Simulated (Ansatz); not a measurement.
**The cluster In2PF3: the relaxed shape and its frontier levels**

Aim: characterise the cluster In2PF3 as a singlet: its structure, frontier levels and distribution of charge.

Program: Ansatz 0.2.0, Gaussian basis. Level of theory: RKS PBE0-D4/def2-TZVP. These are calculated values, not measurements.

Levels to be run: relaxation at r2SCAN-D4/def2-SVP; a single point at PBE0-D4/def2-TZVP.

4 further runs of the same task are left out: 4 set aside as unsound or not needed. Runs told in other sessions of the task aren't counted.

### Step 1. The starting structure

6 atoms, charge 0, spin multiplicity 1.

Atoms are counted from 1 here; the program's logs count them from 0.

Bond lengths: In1–P3 2.569 Å, In1–F4 2.327 Å, In1–F6 2.027 Å, In2–P3 2.569 Å, In2–F4 2.326 Å, In2–F5 2.026 Å. Angles: P3–In1–F4 86.7°, P3–In1–F6 166.4°, F4–In1–F6 106.7°, P3–In2–F4 86.8°, P3–In2–F5 166.2°, F4–In2–F5 106.9°, In1–P3–In2 87.2°, In1–F4–In2 99.2°.

In takes a core potential in the def2 sets. No spin-orbit coupling is included.

The start is a GFN2-xTB geometry.

### Step 2. Optimising with r2SCAN-D4/def2-SVP

The input, in.yaml:

```yaml
crystal:
  periodic: [false, false, false]
  atoms:
    - {symbol: In, position_ang: [-0.128970, -0.138140, -1.788640]}
    - {symbol: In, position_ang: [0.156260, 0.732640, 1.633790]}
    - {symbol: P, position_ang: [0.168460, 2.090610, -0.546770]}
    - {symbol: F, position_ang: [-0.210040, -1.143440, 0.308110]}
    - {symbol: F, position_ang: [0.282800, 0.085960, 3.549260]}
    - {symbol: F, position_ang: [-0.268510, -1.627620, -3.155750]}
basis:
  gaussian: {orbitals: def2-SVP}
hamiltonian: {xc: r2scan, dispersion: d4}
scf: {lower_state_search: "off"}
output: {orbitals: {seedname: orbitals}}
relax: {f_tol: 0.02, max_steps: 100}
```

Launch:

```bash
$ ansatz run in.yaml --threads 4 --pin off --events-out ev --progress --plain --max-ram 4787MiB
```

Further steps of the session: Single point, PBE0-D4/def2-TZVP.

Before running them: what should the planned runs give, taken together? Wanted: point group; commonest bond; HOMO, LUMO at PBE0-D4/def2-TZVP; dipole at r2SCAN-D4/def2-SVP.

As calculated:

| quantity | value |
| --- | --- |
| point group | C2v |
| commonest bond | F–In, 4 of mean length 2.050 Å |
| HOMO, LUMO at PBE0-D4/def2-TZVP | -6.94, -2.84 eV |
| dipole at r2SCAN-D4/def2-SVP | 2.20 D |

In words: The molecule keeps its bonding pattern by the stored test; the atoms moved 0.22 Å (rms). No usable vibrations, so a minimum isn't proven. The HOMO lies nearest to P3 77 %; In1, In2 about 10 % each and the LUMO to P3 32 %; In1, In2 about 22 % each. Whether this spin is the lowest isn't tested here.
